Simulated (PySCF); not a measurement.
# C4H3F3: excited states, first hyperpolarisability

What do calculations give for the excited states, first hyperpolarisability of C4H3F3 (`C=C=CC(F)(F)F`)?

Programs: PySCF 2.14.0, with routines of our own; each step states its level. All values are computed. Atoms count from 0.

## (1) The system as given

10 atoms, charge 0, multiplicity 1; geometry from: GFN2-xTB.

## (2) Optimising the geometry at PBE0-D3(BJ)/def2-SVP

Job settings and geometry (Å):

```
{"job": {"xc": "PBE0", "basis": "def2-SVP", "d3": "d3bj", "grid": 2, "kind": "geom"}, "charge": 0, "multiplicity": 1}
C      2.078045    -0.234447    -0.231031
C      0.885814     0.244276    -0.132752
C     -0.323671     0.708563    -0.031338
C     -1.506631    -0.178815     0.196423
F     -2.430581    -0.044165    -0.773716
F     -2.139695     0.112347     1.349033
F     -1.194243    -1.479548     0.251006
H      2.710471    -0.354926     0.632845
H      2.491529    -0.527632    -1.181706
H     -0.562156     1.759000    -0.101293
```

Command:

```
$ OMP_NUM_THREADS=1 python excited_run.py task.json out
```

This one command runs all jobs of the session in turn.

Standard output:

```text
step   0  E = -452.90115426  max force = 0.014720
step   1  E = -452.90239729  max force = 0.006590
step   2  E = -452.90255118  max force = 0.001983
step   3  E = -452.90261580  max force = 0.000914
step   4  E = -452.90264421  max force = 0.001323
step   5  E = -452.90267798  max force = 0.001087
step   6  E = -452.90272173  max force = 0.001425
step   7  E = -452.90274455  max force = 0.001037
step   8  E = -452.90276599  max force = 0.000572
step   9  E = -452.90276942  max force = 0.000271
optimisation converged
```

Run time: 45 s. Hardware: 1 thread of Arm Neoverse V2, shared host; peak memory 0.58 GiB.

Step by step:

| step | energy from step 0 (eV) | largest force component (eV/Å) |
| --- | --- | --- |
| 0 | 0.0000 | 0.7569 |
| 1 | -0.0338 | 0.3389 |
| 2 | -0.0380 | 0.1020 |
| 3 | -0.0398 | 0.0470 |
| 4 | -0.0405 | 0.0680 |
| 5 | -0.0415 | 0.0559 |
| 6 | -0.0427 | 0.0733 |
| 7 | -0.0433 | 0.0533 |
| 8 | -0.0439 | 0.0294 |
| 9 | -0.0440 | 0.0139 |

Close pairs (by a distance rule), those that changed most:

| bond | before (Å) | after (Å) | change (Å) |
| --- | --- | --- | --- |
| C0–H8 | 1.077 | 1.095 | +0.017 |
| C0–H7 | 1.077 | 1.095 | +0.017 |
| C2–H9 | 1.079 | 1.095 | +0.016 |
| C0–C1 | 1.289 | 1.304 | +0.015 |
| C1–C2 | 1.300 | 1.309 | +0.009 |
| C3–F6 | 1.339 | 1.330 | -0.009 |
| C3–F4 | 1.346 | 1.338 | -0.009 |
| C3–F5 | 1.347 | 1.338 | -0.008 |

The final coordinates are the input of the step that follows.

| at the end point | value |
| --- | --- |
| point group (found at 0.08 Å tolerance) | Cs |
| rotational constants (GHz, main isotopes) | 5.341, 1.662, 1.644 |
| dipole moment (D) | 2.49 |

## (3) Excited states: TDA wB97X-D/def2-TZVPD

Job settings and geometry (Å):

```
{"job": {"kind": "states", "xc": "wB97X-D", "basis": "def2-TZVPD", "tda": true, "soc": true, "nstates": 6, "ntriplets": 5, "nquad": 4}, "charge": 0, "multiplicity": 1}
C      2.073445    -0.257350    -0.367360
C      0.874970     0.216838    -0.170499
C     -0.327341     0.694997     0.024768
C     -1.519604    -0.172389     0.283258
F     -2.456156     0.014178    -0.653454
F     -2.082826     0.130875     1.458879
F     -1.213103    -1.466407     0.300232
H      2.760267    -0.422607     0.468973
H      2.420690    -0.508278    -1.374787
H     -0.524860     1.772301     0.010583
```

Level: TDA wB97X-D/def2-TZVPD excited states, vertical, gas phase, spin-orbit mean-field couplings.

Standard output:

```text
coarse grid: 9464 points
cycle   1  E = -453.5927901109  dE =  1.273e+00  |g| = 9.721e-01  |ddm| = 3.495e+00
cycle   2  E = -453.5623415456  dE =  3.045e-02  |g| = 1.161e+00  |ddm| = 1.952e+00
cycle   3  E = -453.7538957411  dE = -1.916e-01  |g| = 6.029e-02  |ddm| = 8.352e-01
cycle   4  E = -453.7545122412  dE = -6.165e-04  |g| = 3.152e-02  |ddm| = 1.648e-01
cycle   5  E = -453.7547417028  dE = -2.295e-04  |g| = 8.046e-03  |ddm| = 6.803e-02
cycle   6  E = -453.7547584911  dE = -1.679e-05  |g| = 2.451e-03  |ddm| = 1.924e-02
cycle   7  E = -453.7547602536  dE = -1.763e-06  |g| = 5.912e-04  |ddm| = 7.149e-03
final grid: 95760 points
cycle   8  E = -453.7591416162  dE = -1.801e-04  |g| = 1.116e-02  |ddm| = 3.610e-01
cycle   9  E = -453.7591435172  dE = -1.901e-06  |g| = 1.055e-02  |ddm| = 3.510e-02
cycle  10  E = -453.7591570176  dE = -1.350e-05  |g| = 1.021e-03  |ddm| = 7.742e-03
cycle  11  E = -453.7591571828  dE = -1.652e-07  |g| = 3.951e-04  |ddm| = 2.411e-03
cycle  12  E = -453.7591572153  dE = -3.243e-08  |g| = 7.949e-05  |ddm| = 1.103e-03
cycle  13  E = -453.7591572169  dE = -1.581e-09  |g| = 2.547e-05  |ddm| = 1.893e-04
cycle  14  E = -453.7591572171  dE = -2.717e-10  |g| = 5.956e-06  |ddm| = 1.279e-04
converged SCF energy = -453.7591572171

Singlet excitations
state   eV       nm        f     d(h-e)  d(exc)  Lambda  PR(NTO)  |dmu|/D   mu/D   main configurations
  1   5.9626   207.9   0.00009   0.381   2.412   0.487   1.593    0.826    3.318   H-1->L 0.74, H->L+1 0.23
  2   6.2515   198.3   0.00021   0.482   2.463   0.471   1.593    1.308    1.534   H->L+1 0.69, H-1->L 0.24
  3   7.6853   161.3   0.04888   0.509   3.247   0.575   1.167    3.096    0.727   H-1->L+2 0.47, H-1->L+1 0.39
  4   7.8050   158.9   0.04008   0.288   2.777   0.652   2.113    1.360    1.720   H->L 0.43, H-1->L+2 0.33, H-1->L+1 0.15
  5   7.8643   157.7   0.01939   0.787   3.496   0.316   1.009                     H->L+2 0.81
  6   8.2784   149.8   1.25740   0.245   2.766   0.680   2.144                     H->L 0.37, H-1->L+1 0.33, H-1->L+2 0.10

Triplet excitations (Tamm-Dancoff)
state   eV     d(h-e)  d(exc)  Lambda  PR(NTO)   main configurations
  1   4.6368   0.058   2.077   0.768   2.016   H->L 0.45, H-1->L+1 0.43
  2   4.8980   0.068   2.112   0.772   2.003   H->L 0.49, H-1->L+1 0.40
  3   5.6262   0.541   2.386   0.491   1.354   H-1->L 0.82, H->L+1 0.14
  4   5.8854   0.635   2.443   0.464   1.354   H->L+1 0.77, H-1->L 0.15
  5   7.6354   0.656   3.341   0.417   1.005   H-1->L+2 0.83
S1 - T1 = 1.3257 eV

Spin-orbit couplings |<S|Hso|T>| (cm-1)
             T1       T2       T3       T4       T5
S0        0.576    0.949    5.649   17.055    0.656
S1        3.108    2.425    0.025    0.014    0.571
S2        0.667    8.166    0.042    0.005    0.272
S3        1.183    1.046    1.329    0.894    0.631
S4        0.881    1.163    0.527    2.623    0.815
S5        1.008    1.241    0.368    0.699    1.889
S6        1.638    0.970    6.631    1.790    0.627
T1 sublevels (cm-1): 0.000 0.000 0.007   radiative rates (1/s): 1.19 0.00157 0.000206
```

Run time: 63 s. Hardware: 1 thread of Arm Neoverse V2, shared host; peak memory 1 GiB.

In short:

| quantity | value |
| --- | --- |
| S1 less T1 | 1.33 eV |

The fields below are evaluated on a grid from the run's orbitals.

Frontier orbitals at wB97X-D/def2-TZVPD, with the share of their density that lies nearest to each atom:

| orbital | energy (eV) | lies on |
| --- | --- | --- |
| HOMO | -10.32 | C2 43 %; C1 32 % |
| LUMO | 1.22 | C1 36 %; C2 24 %; H7, H8, H9 about 8 % each |

ELF in a plane through or near 6 of the atoms.

Ten even steps from '0' (0.00) to '9' (1.00):
```
0000000000000000000000000000
0000000000000000000000000000
0000000000000000000000000000
0000000000000000000000000000
0000000000000012444100000000
0000000011100157888410000000
0000000224520158358200000000
0000013456772016776100000000
0000025657885101532210000000
0000136263975536734310000000
0000136436662845983200000000
0000014679825725661000000000
0000013578765547740000000000
0000002467421599981000000000
0000000122100699994000000000
0000000000000489982000000000
0000000000000024310000000000
0000000000000000000000000000
0000000000000000000000000000
0000000000000000000000000000
```
The map spans 10.5 Å across and 8.7 Å up, centred on the molecule. Atoms in the plane (x, y in Å): C0 (-2.1, 0.1), C1 (-0.9, -0.3), C2 (0.4, -0.7), C3 (1.5, 0.3), F6 (1.1, 1.6), H9 (0.7, -1.7).

On the surface of density 0.002 e/bohr³ the electrostatic potential runs, from the 1st to the 99th percentile, from -0.58 V near F4 to 1.40 V near H9.

## (4) Excited states: TDDFT CAM-B3LYP/def2-TZVPD

The job, as its differences from that of step 3:

```diff
@@ -1,2 +1,2 @@
-{"job": {"kind": "states", "xc": "wB97X-D", "basis": "def2-TZVPD", "tda": true, "soc": true, "nstates": 6, "ntriplets": 5, "nquad": 4}, "charge": 0, "multiplicity": 1}
+{"job": {"kind": "states", "xc": "CAM-B3LYP", "basis": "def2-TZVPD", "tpa": true, "nstates": 8, "nquad": 6, "ntriplets": 0}, "charge": 0, "multiplicity": 1}
 C      2.073445    -0.257350    -0.367360
```

Method: TDDFT CAM-B3LYP/def2-TZVPD excited states, vertical, gas phase, two-photon moments by quadratic response.

Standard output:

```text
coarse grid: 9464 points
cycle   1  E = -453.5903655258  dE =  1.248e+00  |g| = 9.733e-01  |ddm| = 3.142e+00
cycle   2  E = -453.5152059909  dE =  7.516e-02  |g| = 1.281e+00  |ddm| = 1.572e+00
cycle   3  E = -453.7495430181  dE = -2.343e-01  |g| = 6.720e-02  |ddm| = 8.694e-01
cycle   4  E = -453.7502082364  dE = -6.652e-04  |g| = 3.884e-02  |ddm| = 1.185e-01
cycle   5  E = -453.7505419713  dE = -3.337e-04  |g| = 9.164e-03  |ddm| = 5.425e-02
cycle   6  E = -453.7505613917  dE = -1.942e-05  |g| = 2.683e-03  |ddm| = 1.641e-02
cycle   7  E = -453.7505631722  dE = -1.780e-06  |g| = 5.266e-04  |ddm| = 3.748e-03
final grid: 95760 points
cycle   8  E = -453.7520257493  dE = -5.165e-05  |g| = 4.009e-03  |ddm| = 1.721e-01
cycle   9  E = -453.7520257502  dE = -8.616e-10  |g| = 4.141e-03  |ddm| = 1.089e-02
cycle  10  E = -453.7520282315  dE = -2.481e-06  |g| = 4.521e-04  |ddm| = 3.113e-03
cycle  11  E = -453.7520282560  dE = -2.448e-08  |g| = 1.812e-04  |ddm| = 8.452e-04
cycle  12  E = -453.7520282628  dE = -6.841e-09  |g| = 4.006e-05  |ddm| = 2.841e-04
cycle  13  E = -453.7520282632  dE = -3.424e-10  |g| = 1.069e-05  |ddm| = 6.597e-05
converged SCF energy = -453.7520282632

Singlet excitations
state   eV       nm        f     d(h-e)  d(exc)  Lambda  PR(NTO)  |dmu|/D   mu/D   delta(TPA)   sigma/GM   main configurations
  1   5.9276   209.2   0.00011   0.398   2.424   0.479   1.569    0.945    3.533        0.51      0.007   H-1->L+1 0.75, H->L 0.17
  2   6.1790   200.7   0.00022   0.546   2.507   0.450   1.500    1.414    1.538        0.27      0.004   H->L 0.62, H-1->L+1 0.22, H->L+2 0.12
  3   7.3556   168.6   0.00118   0.176   2.770   0.743   2.076    0.813    2.171       14.23      0.282   H-1->L 0.56, H->L+1 0.39
  4   7.5328   164.6   0.12496   0.564   3.255   0.562   1.356    3.282    0.818       35.91      0.746   H-1->L+2 0.64, H->L+1 0.16, H-1->L 0.12
  5   7.6641   161.8   0.01470   0.745   3.521   0.366   1.008    2.830    0.997       30.68      0.660   H->L+2 0.72, H->L 0.17
  6   7.8393   158.2   1.00546   0.374   2.682   0.647   2.151    1.518    2.842       19.73      0.444   H->L+1 0.38, H-1->L+2 0.29, H-1->L 0.25
  7   8.6356   143.6   0.01937   0.840   3.906   0.254   1.013                                            H->L+3 0.61, H->L+4 0.23
  8   8.6720   143.0   0.03780   0.675   3.838   0.295   1.045                                            H-1->L+3 0.70, H-1->L+4 0.15, H-1->L+5 0.10
```

It took 81 s on 1 thread of Arm Neoverse V2, shared host; peak memory 1.1 GiB.

## (5) First hyperpolarisability: quadratic response CAM-B3LYP/def2-TZVPD

The job, as its differences from that of step 4:

```diff
@@ -1,2 +1,2 @@
-{"job": {"kind": "states", "xc": "CAM-B3LYP", "basis": "def2-TZVPD", "tpa": true, "nstates": 8, "nquad": 6, "ntriplets": 0}, "charge": 0, "multiplicity": 1}
+{"job": {"kind": "beta", "xc": "CAM-B3LYP", "basis": "def2-TZVPD"}, "charge": 0, "multiplicity": 1}
 C      2.073445    -0.257350    -0.367360
```

Level: quadratic response CAM-B3LYP/def2-TZVPD first hyperpolarisability, Taylor convention, gas phase.

Standard output:

```text
coarse grid: 9464 points
cycle   1  E = -453.5903655258  dE =  1.248e+00  |g| = 9.733e-01  |ddm| = 3.142e+00
cycle   2  E = -453.5152059909  dE =  7.516e-02  |g| = 1.281e+00  |ddm| = 1.572e+00
cycle   3  E = -453.7495430181  dE = -2.343e-01  |g| = 6.720e-02  |ddm| = 8.694e-01
cycle   4  E = -453.7502082364  dE = -6.652e-04  |g| = 3.884e-02  |ddm| = 1.185e-01
cycle   5  E = -453.7505419713  dE = -3.337e-04  |g| = 9.164e-03  |ddm| = 5.425e-02
cycle   6  E = -453.7505613917  dE = -1.942e-05  |g| = 2.683e-03  |ddm| = 1.641e-02
cycle   7  E = -453.7505631722  dE = -1.780e-06  |g| = 5.266e-04  |ddm| = 3.748e-03
final grid: 95760 points
cycle   8  E = -453.7520257493  dE = -5.165e-05  |g| = 4.009e-03  |ddm| = 1.721e-01
cycle   9  E = -453.7520257502  dE = -8.616e-10  |g| = 4.141e-03  |ddm| = 1.089e-02
cycle  10  E = -453.7520282315  dE = -2.481e-06  |g| = 4.521e-04  |ddm| = 3.113e-03
cycle  11  E = -453.7520282560  dE = -2.448e-08  |g| = 1.812e-04  |ddm| = 8.452e-04
cycle  12  E = -453.7520282628  dE = -6.841e-09  |g| = 4.006e-05  |ddm| = 2.841e-04
cycle  13  E = -453.7520282632  dE = -3.424e-10  |g| = 1.069e-05  |ddm| = 6.597e-05
converged SCF energy = -453.7520282632

Lowest singlets (eV, f): 5.9276 0.0001  6.1790 0.0002  7.3556 0.0012

First hyperpolarisability (au)
process     nm      |vector|   parallel      HRS      DR
static         -      160.10      -94.9      59.28   8.241
shg       1907.0      165.18     -97.85      61.17   8.204
eope      1907.0      161.76     -95.86          -       -
shg       1064.0      177.52    -105.01      65.78   8.105
eope      1064.0      165.55     -98.06          -       -
```

Wall time 57 s (1 thread of Arm Neoverse V2, shared host); peak memory 1.1 GiB.

## (6) Results

| quantity | value |
| --- | --- |
| point group | Cs |
| rotational constants (main isotopes) | 5.34, 1.66, 1.64 GHz |
| S1 less T1 (step 3, TDA wB97X-D/def2-TZVPD) | 1.33 eV |
| surface potential, 1st and 99th percentile | -0.58 V and 1.40 V |
| β vector (step 5, quadratic response CAM-B3LYP/def2-TZVPD) | static 160, SHG 1907.0 nm 165, SHG 1064.0 nm 178 au |

**Reading.** The optimisation took 9 steps and gained 0.044 eV; among the close pairs (by a distance rule), C0–H8 changed most, from 1.077 to 1.095 Å. No frequency check was run at this level, so the end point may be a saddle. In step 3, the number of triplets below S1 is 4, and the largest singlet-triplet spin-orbit coupling is S0–T4, 17.05 cm⁻¹. β grows from 160 au (static) to 178 au for doubling at 1064.0 nm: normal dispersion, which grows as twice the photon energy moves toward the bright states.
